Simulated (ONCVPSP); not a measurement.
# N: the cost of one run

Method: ONCVPSP 4.0.1.1 (patched build), PBE, scalar-relativistic.

## 1. The design

Typed settings, in words:

```
element                 : nitrogen (N, Z = 7)
type                    : optimised norm-conserving Vanderbilt (ONCV)
frozen core             : [He]
valence charge          : 5
reference configuration : 2s1.75 2p3.25
partial waves           : 2s: rc 1.05 bohr, ncon 5, nbas 8, qcut 6.1 1/bohr, 1 projector; 2p: rc 1.90 bohr, ncon 3, nbas 7, qcut 8.8 1/bohr, 2 projectors, debl 3.2 Ha; d scattering state at 0.21 Ha: rc 2.00 bohr, ncon 4, nbas 8, qcut 5.6 1/bohr, 1 projector
local potential         : polynomial inside 0.75 bohr (lpopt 5, dvloc0 4 Ha)
core correction         : polynomial model core, fcfact 0.35
```

The nodes and maxima of the atom's own shells, from an earlier all-electron run, set the scale for the radii.

All-electron outer shells of the reference configuration (PBE, scalar-relativistic, ld1.x):

```json
{"shell": "1s", "level (eV)": "-384.93", "outermost node (bohr)": "–", "outermost maximum (bohr)": "0.15"}
{"shell": "2s", "level (eV)": "-18.70", "outermost node (bohr)": "0.32", "outermost maximum (bohr)": "1.02"}
{"shell": "2p", "level (eV)": "-7.20", "outermost node (bohr)": "–", "outermost maximum (bohr)": "0.98"}
```

## 2. Generating the potential

The input, N.dat:

```
# ATOM AND REFERENCE CONFIGURATION
# atsym  z   nc   nv     iexc    psfile
  N 7.00    1    2        4      upf
#
#   n    l    f
    1    0    2.00
    2    0    1.75
    2    1    3.25
#
# PSEUDOPOTENTIAL AND OPTIMIZATION
# lmax
    2
#
#   l,   rc,      ep,       ncon, nbas, qcut
    0    1.05    0.00    5    8    6.10
    1    1.90    0.00    3    7    8.80
    2    2.00    0.21    4    8    5.60
#
# LOCAL POTENTIAL
# lloc, lpopt,  rc(5),   dvloc0
    4    5    0.75    4.00
#
# VANDERBILT-KLEINMAN-BYLANDER PROJECTORs
# l, nproj, debl
    0    1    0.80
    1    2    3.20
    2    1    2.20
#
# MODEL CORE CHARGE
# icmod, fcfact, rcfact
    1    0.35    0.00
#
# LOG DERIVATIVE ANALYSIS
# epsh1, epsh2, depsh
   -2.00    5.00    0.02
#
# OUTPUT GRID
# rlmax, drl
    6.00    0.01
#
# TEST CONFIGURATIONS
# ncnf
    4
# nvcnf
#   n    l    f
    2
    2    0    2.00
    2    1    3.00
#
    2
    2    0    2.00
    2    1    2.00
#
    2
    2    0    2.00
    2    1    1.00
#
    2
    2    0    1.00
    2    1    4.00
#
```

The run is started by

```sh
$ oncvpsp.x < N.dat > N.out
```

**Question.** How long does this run take on 1 thread of Neoverse-V2, shared host?

About 1.9 s.
